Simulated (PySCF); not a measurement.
# C4H4N2Si: the cost of one run

The runs use PySCF 2.14.0, with density-fitted response routines of our own; the level of theory stands in each step. All values are computed, except where a source is named. Atoms count from 0, in the outputs and in this text.

## 1. Starting geometry

11 atoms, charge 0, multiplicity 1; geometry from: GFN2-xTB. The atoms were then displaced at random by about 0.01 Å, so the start is not that level's minimum.

Bonds of the start (Å): N0–C1 1.16, C1–C2 1.37, C2–C3 1.16, C3–C4 1.45, C4–N5 1.26, N5–Si6 1.71, C4–H7 1.09, Si6–H8 1.48, Si6–H9 1.48, Si6–H10 1.46.

## 2. Relaxing the molecule at PBE0-D3(BJ)/def2-SVP

Job settings and geometry (Å):

```
{"job": {"xc": "PBE0", "basis": "def2-SVP", "d3": "d3bj", "grid": 1, "shake": 0.01, "kind": "geom"}, "charge": 0, "multiplicity": 1}
N      4.802260     1.542370    -0.156650
C      3.725760     1.103830    -0.080350
C      2.469470     0.559080     0.012340
C      1.419650     0.067850     0.111980
C      0.103970    -0.524320     0.217530
N     -0.932110     0.096330    -0.142160
Si    -2.593880    -0.297660    -0.151400
H      0.133400    -1.524420     0.654460
H     -3.177860     0.769460     0.691270
H     -2.963830    -1.620790     0.386470
H     -2.948730    -0.197550    -1.559150
```

On the command line:

```sh
$ OMP_NUM_THREADS=1 python probes_run.py task.json out
```

One launch serves the whole session: the jobs run in the order shown.

Q: Estimate the wall time and peak memory of this first job on 1 thread of Arm Neoverse V1, shared host.

About 50 s, with a peak of 0.48 GiB.
